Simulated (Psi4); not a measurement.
# CHBr (SMILES [CH]Br), run twice

Aim: the energy of CHBr at UB2GP-PLYP/cc-pVDZ-DK (DKH2, density fitting for correlation).

The results are computed with Psi4 1.11.

## Step 1: Starting point

CHBr has 3 atoms, charge 0, and is taken as a triplet. SMILES: `[CH]Br`. The shape is that of a GFN2-xTB optimisation.

Bond lengths: C1–Br2 1.787 Å, C1–H3 1.068 Å. Angles: Br2–C1–H3 126.6°.

## Step 2: The input as first written

Input file chbr.xyz:

```xyz
3
CHBr
C     -0.278470    -0.341340    -0.186950
Br     1.257870    -0.061580     0.682540
H     -0.979400     0.402920    -0.495590
```

Input file job.py:

```python
import psi4

psi4.set_memory(1600000000)
psi4.set_num_threads(1)
psi4.core.set_output_file('run.log', False)

with open('chbr.xyz') as f:
    atoms = ''.join(f.readlines()[2:])
m = psi4.geometry('0 3\n' + atoms + '')

psi4.set_options({
    'reference': 'uks',
    'scf_type': 'pk',
    'freeze_core': True,
    'd_convergence': 1e-14,
    'maxiter': 50,
    'relativistic': 'dkh',
    'dkh_order': 2,
})

e, wfn = psi4.energy('b2gpplyp/cc-pVDZ-DK', molecule=m, return_wfn=True)
print(f'b2gpplyp/cc-pVDZ-DK energy: {e:.10f} Eh')
```

Command:

```console
$ python job.py
```

run.log:

```text
Relativistic analytic gradients are not implemented yet, re-routing to finite differences.

   => Loading Basis Set <=

    Name: CC-PVDZ-DK
    Role: ORBITAL
    Keyword: BASIS

         ---------------------------------------------------------
                                   SCF
                              UKS Reference
                        1 Threads,   1525 MiB Core
         ---------------------------------------------------------

  ==> Geometry <==

    Molecular point group: cs
    Full point group: Cs

    Geometry (in Angstrom), charge = 0, multiplicity = 3:

       Center              X                  Y                   Z               Mass
    ------------   -----------------  -----------------  -----------------  -----------------
         C           -1.507006927852    -0.249305076523     0.000000000000    12.000000000000
         BR           0.258138782497     0.031550285786     0.000000000000    78.918337600000
         H           -2.270037335227     0.497868972491     0.000000000000     1.007825032230

  Running in cs symmetry.

  Rotational constants: A =     26.34403  B =      0.44200  C =      0.43471 [cm^-1]
  Rotational constants: A = 789774.15429  B =  13250.87014  C =  13032.21498 [MHz]
  Nuclear repulsion =   72.351772955739790

[... 139 lines left out ...]
   @UKS iter SAD: -2641.99718523615593   -2.64200e+03   0.00000e+00
[... 4 lines left out ...]
   @UKS iter   5: -2643.86269484529430   -4.16456e-04   1.71704e-04 ADIIS/DIIS
[... 4 lines left out ...]
   @UKS iter  10: -2643.86277577766850   -5.82531e-09   2.95073e-07 DIIS
[... 4 lines left out ...]
   @UKS iter  15: -2643.86277577787678    9.09495e-13   5.56716e-10 DIIS
[... 4 lines left out ...]
   @UKS iter  20: -2643.86277577787814   -1.36424e-12   2.47144e-12 DIIS
[... 4 lines left out ...]
   @UKS iter  25: -2643.86277577787723   -4.54747e-13   3.16636e-14 DIIS
[... 4 lines left out ...]
   @UKS iter  30: -2643.86277577787678    0.00000e+00   3.19298e-14 DIIS
[... 4 lines left out ...]
   @UKS iter  35: -2643.86277577787678    9.09495e-13   3.15209e-14 DIIS
[... 4 lines left out ...]
   @UKS iter  40: -2643.86277577787723   -4.54747e-13   3.19834e-14 DIIS
[... 4 lines left out ...]
   @UKS iter  45: -2643.86277577787678    4.54747e-13   3.12638e-14 DIIS
[... 4 lines left out ...]
   @UKS iter  50: -2643.86277577787769   -9.09495e-13   3.17407e-14 DIIS
[... 1 line left out ...]
PsiException: Could not converge SCF iterations in 50 iterations.

  Failed to converge.
```

On the terminal:

```text
Traceback (most recent call last):
  File "job.py", line 21, in <module>
    e, wfn = psi4.energy('b2gpplyp/cc-pVDZ-DK', molecule=m, return_wfn=True)
psi4.driver.p4util.exceptions.SCFConvergenceError: Could not converge SCF iterations in 50 iterations.
```

Run time: 8.7 s. Hardware: 1 thread of Intel Xeon 6975P-C (Granite Rapids), shared host; peak memory 0.49 GiB.

## Step 3: What went wrong

The run stopped without converging.

The log says `psi4.driver.p4util.exceptions.SCFConvergenceError: Could not converge SCF iterations in 50 iterations.`. What is wrong: the convergence threshold is tighter than the arithmetic can reach. To mend it: density convergence threshold at its default in place of 1e-14.

## Step 4: The mended input

chbr.xyz is that of step 2.

Input file job.py:

```python
import psi4

psi4.set_memory(1600000000)
psi4.set_num_threads(1)
psi4.set_output_file('run.log', False)

with open('chbr.xyz') as f:
    atoms = ''.join(f.readlines()[2:])
m = psi4.geometry('0 3\n' + atoms + '')

psi4.set_options({
    'reference': 'uks',
    'scf_type': 'pk',
    'freeze_core': True,
    'relativistic': 'dkh',
    'dkh_order': 2,
})

energy_value, wavefunction = psi4.energy('b2gpplyp/cc-pVDZ-DK', molecule=m, return_wfn=True)
print('E =', round(energy_value, 9))
for k, v in sorted(psi4.core.scalar_variables().items()):
    print(f'{k:45s} {v:18.10f}')
```

Command:

```console
$ python job.py
```

run.log (excerpt; [...] marks lines left out):

```text
[...]
   @UKS iter   1: -2643.76400985448163   -1.76682e+00   1.47435e-02 DIIS/ADIIS
[...]
   @UKS iter  10: -2643.86277577766850   -5.82531e-09   2.95073e-07 DIIS
[...]
   @S^2 Expected:                2.000000000E+00
[...]
```

The script printed:

```text
E = -2643.955234017
B2GPPLYP DOUBLE-HYBRID CORRECTION ENERGY           -0.0924582398
B2GPPLYP TOTAL ENERGY                           -2643.9552340174
CURRENT ENERGY                                  -2643.9552340174
CURRENT REFERENCE ENERGY                        -2643.8627757777
DD SOLVATION ENERGY                                 0.0000000000
DFT FUNCTIONAL TOTAL ENERGY                     -2643.8627757777
DFT TOTAL ENERGY                                -2643.9552340174
DFT VV10 ENERGY                                     0.0000000000
DFT XC ENERGY                                     -35.1381126946
DOUBLE-HYBRID CORRECTION ENERGY                    -0.0924582398
GRID ELECTRONS ALPHA                               22.0000009626
GRID ELECTRONS BETA                                20.0000009367
GRID ELECTRONS TOTAL                               42.0000018992
NUCLEAR REPULSION ENERGY                           72.3517729557
ONE-ELECTRON ENERGY                             -3818.1133907159
PCM POLARIZATION ENERGY                             0.0000000000
PE ENERGY                                           0.0000000000
SCF ITERATION ENERGY                            -2643.8627757777
SCF ITERATIONS                                     10.0000000000
SCF TOTAL ENERGY                                -2643.8627757777
TWO-ELECTRON ENERGY                              1137.0369546771
XC GRID RADIAL POINTS                              75.0000000000
XC GRID SPHERICAL POINTS                          302.0000000000
XC GRID TOTAL POINTS                            63400.0000000000
```

Wall time 5.4 s (1 thread of Intel Xeon 6975P-C (Granite Rapids), shared host); peak memory 0.48 GiB.

## Step 5: Results

At UB2GP-PLYP/cc-pVDZ-DK (DKH2, density fitting for correlation):

```
                                                quantity           value
                                            total energy  -2643.95523 Eh
HOMO energy (SCF part's orbitals) (highest over α and β)        -8.18 eV
 LUMO energy (SCF part's orbitals) (lowest over α and β)        -0.02 eV
                                                    ⟨S²⟩           2.013
```
